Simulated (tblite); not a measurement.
# C8H16NP: the cost of one run

The runs use tblite 0.8.0 and PySCF 2.14.0, with density-fitted response routines of our own; the level of theory stands in each step. All values are computed, except where a source is named. Atoms count from 0, in the outputs and in this text.

## 1. The molecule as given

26 atoms, charge 0, multiplicity 1; geometry from: force field or distance geometry start.

Bonds of the start (Å): C0–C1 1.33, C1–P2 1.83, P2–C3 1.86, C3–C4 1.30, P2–N5 1.79, N5–C6 1.43, C6–C7 1.52, C6–C8 1.51, C6–C9 1.52, C0–H10 1.09, C0–H11 1.11, C1–H12 1.09, C3–H13 1.10, C4–H14 1.10, C4–H15 1.09, N5–H16 1.05, C7–H17 1.10, C7–H18 1.13, C7–H19 1.09, C8–H20 1.13, C8–H21 1.11, C8–H22 1.12, C9–H23 1.12, C9–H24 1.11, C9–H25 1.10.

## 2. Geometry optimisation with GFN2-xTB

Job settings and geometry (Å):

```
{"job": {"kind": "relax", "xc": "GFN2-xTB", "basis": "xTB"}, "charge": 0, "multiplicity": 1}
C      2.316800    -2.569300    -0.523300
C      2.455000    -1.246700    -0.577000
P      1.366700    -0.090200     0.322500
C      2.379100     1.451600     0.531300
C      1.862700     2.641000     0.631600
N     -0.093100     0.363000    -0.607000
C     -1.341100    -0.002900    -0.023300
C     -2.522900     0.427900    -0.882400
C     -1.597400     0.567700     1.349800
C     -1.369000    -1.524500     0.004800
H      3.036900    -3.155100    -1.102700
H      1.508500    -3.059400     0.049800
H      3.282200    -0.829500    -1.154900
H      3.477600     1.361100     0.602500
H      0.779900     2.798800     0.568100
H      2.457100     3.545700     0.766000
H     -0.089200     1.400100    -0.764200
H     -2.659000     1.523700    -0.889000
H     -3.432200     0.018000    -0.361700
H     -2.472300    -0.027000    -1.875300
H     -2.712900     0.722200     1.422800
H     -1.081000     1.543200     1.420200
H     -1.326400    -0.138100     2.175100
H     -2.317600    -1.856100    -0.480300
H     -1.404400    -1.931500     1.033500
H     -0.525300    -1.911100    -0.593700
```

On the command line:

```sh
$ OMP_NUM_THREADS=1 python probes_run.py task.json out
```

One launch serves the whole session: the jobs run in the order shown.

**Question.** How long does this first job take on 1 thread of AMD EPYC 9R14, shared host, and how much memory does it need?

About 2.3 s, with a peak of 0.19 GiB.
